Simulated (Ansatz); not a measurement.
# AlNi3: a tetragonal deformation path

One table from this session's results is given with a row withheld; the runs are named, their logs left out.

Program: Ansatz 0.2.0. Level of theory: DFT PBEsol, scalar-relativistic, plane waves, PAW. These are calculated values, not measurements.

**The system as given**

It takes space group Fm-3m (No. 225, cubic). Conventional cell: a = 5.597 Å, b = 5.597 Å, c = 5.597 Å, α = 90.00°, β = 90.00°, γ = 90.00°. Al (site symmetry m-3m) has 8 Ni at 2.42 Å as nearest neighbours. Ni (site symmetry -43m) is surrounded by 4 Al at 2.42 Å and 4 Ni at 2.42 Å. Around Ni (site symmetry m-3m) lie 8 Ni at 2.42 Å.

Coordinates:

```
Al Ni
1.0
     0.00000    2.79841    2.79841
     2.79841    0.00000    2.79841
     2.79841    2.79841    0.00000
Al Ni
1 3
Direct
  0.50000 0.50000 0.50000
  0.25000 0.25000 0.25000
  0.00000 0.00000 0.00000
  0.75000 0.75000 0.75000
```

It goes back to an entry of the Materials Project, which need not be the stable form.

This cell was relaxed beforehand with the same method: volume 10.96 Å³/atom, gap on the mesh none (metal).

The first run:

File input.yaml:

```yaml
crystal:
  lattice:
    - [0.0, 2.7984078565, 2.7984078565]
    - [2.7984078565, 0.0, 2.7984078565]
    - [2.7984078565, 2.7984078565, 0.0]
  atoms:
    - { symbol: Al, position: [0.5, 0.5, 0.5] }
    - { symbol: Ni, position: [0.25, 0.25, 0.25] }
    - { symbol: Ni, position: [0.0, 0.0, 0.0] }
    - { symbol: Ni, position: [0.75, 0.75, 0.75] }
basis:
  ecutwfc: 420
kpoints:
  mp_grid: { grid: [16, 16, 16] }
hamiltonian:
  xc: pbesol
scf:
  occupations: { method: gaussian, width: 0.15 }
output:
  forces: true
  stress: true
  eigenvalues: true
  write_density: true
  write_potential: true
  elf: true
  volumetric_format: npy
```

On the command line:

```sh
$ ansatz run input.yaml --threads 1 --pin off --max-ram 2560MiB --backend cpu --events-out ev --progress --plain --runs-dir out
```

Among the steps run: The undisturbed cell; Point ρ = 0.707; Point ρ = 1.414; Point ρ = 0.850; At ρ = 1.200; At ρ = 0.780; Point ρ = 1.300; ρ = 0.920; ρ = 1.100; At ρ = 0.650; At ρ = 1.500; At ρ = 0.960; Point ρ = 1.050.

One of the session's tables, all rows but one given; the rest of the session is left out.

The scan, with free energies counted from the undisturbed cell:

```
    ρ  ΔE (meV/atom)  pressure (GPa)
0.650          584.3            21.9
0.707          290.3            11.8
0.780           96.7             4.6
0.850           21.9             1.5
0.920              ?               ?
0.960           -0.5             0.1
1.000            0.0             0.1
1.050           -1.9             0.1
1.100           -6.7             0.1
1.200          -19.1             0.0
1.300          -27.0            -0.1
1.414          -22.2            -0.1
1.500           -4.0             0.2
```

**Question.** Estimate the row for ρ = 0.920.

Worked estimate for «ΔE (meV/atom)». A straight line through the neighbours (0.850, 21.9) and (0.960, -0.5) gives 21.9 + (-0.5 − 21.9) × (0.920 − 0.850) / (0.960 − 0.850) = 7.6; a parabola fitted to 4 rows on both sides gives -5.4.

As computed: ΔE (meV/atom): 0.8; pressure (GPa): 0.3. In «ΔE (meV/atom)» the line misses by +6.8 and the parabola by -6.2.

To keep in mind: Spin polarisation is off in the runs that give these values; a magnetic solution could lie lower.
